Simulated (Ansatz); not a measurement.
# CH4F2OSi2: the cost of one run

Method: RKS PBE-D4/def2-SVP, in Ansatz 0.2.0.

### Step 1. The structure to begin with

Bond lengths: O1–C2 1.283 Å, C2–Si3 1.878 Å, Si3–F4 1.509 Å, Si3–F5 1.618 Å, Si3–Si6 2.307 Å, C2–H7 1.100 Å, Si6–H8 1.471 Å, Si6–H9 1.514 Å, Si6–H10 1.492 Å. Angles (14 of 15 angles, heavy atoms first): O1–C2–Si3 122.3°, C2–Si3–F4 109.3°, C2–Si3–F5 107.5°, C2–Si3–Si6 109.6°, F4–Si3–F5 107.4°, F4–Si3–Si6 112.9°, F5–Si3–Si6 110.0°, O1–C2–H7 121.4°, Si3–C2–H7 116.2°, Si3–Si6–H8 111.7°, Si3–Si6–H9 114.6°, Si3–Si6–H10 111.8°, H8–Si6–H9 106.8°, H8–Si6–H10 106.7°.

Structure file:

```xyz
10

O     1.2918   -1.7812   -0.8843
C     0.7670   -0.8056   -1.5322
Si   -0.2528    0.5264   -0.6890
F    -1.6146    0.5959   -1.3350
F     0.4823    1.9431   -0.9557
Si   -0.3555    0.1063    1.5769
H     0.9223   -0.6860   -2.6146
H    -1.0006   -1.1851    1.8615
H     0.9870    0.0875    2.2770
H    -1.1439    1.1476    2.2984
```

### Step 2. End point A

input.yaml

```yaml
crystal:
  periodic: [false, false, false]
  atoms:
    - { symbol: O, position_ang: [1.2918, -1.7812, -0.8843] }
    - { symbol: C, position_ang: [0.767, -0.8056, -1.5322] }
    - { symbol: Si, position_ang: [-0.2528, 0.5264, -0.689] }
    - { symbol: F, position_ang: [-1.6146, 0.5959, -1.335] }
    - { symbol: F, position_ang: [0.4823, 1.9431, -0.9557] }
    - { symbol: Si, position_ang: [-0.3555, 0.1063, 1.5769] }
    - { symbol: H, position_ang: [0.9223, -0.686, -2.6146] }
    - { symbol: H, position_ang: [-1.0006, -1.1851, 1.8615] }
    - { symbol: H, position_ang: [0.987, 0.0875, 2.277] }
    - { symbol: H, position_ang: [-1.1439, 1.1476, 2.2984] }
basis:
  gaussian: { orbitals: def2-SVP }
hamiltonian:
  xc: pbe
  dispersion: d4
relax:
  f_tol: 0.015
  max_steps: 40
output:
  orbitals: {}
```

Run with:

```bash
$ ansatz run input.yaml --threads 2 --pin off --max-ram 3072MiB --backend cpu --events-out ev --progress --plain --runs-dir out
```

Q: Estimate wall time and peak memory on 2 threads of Arm Neoverse N1, shared host.

About 38 s, with a peak of 0.15 GiB.
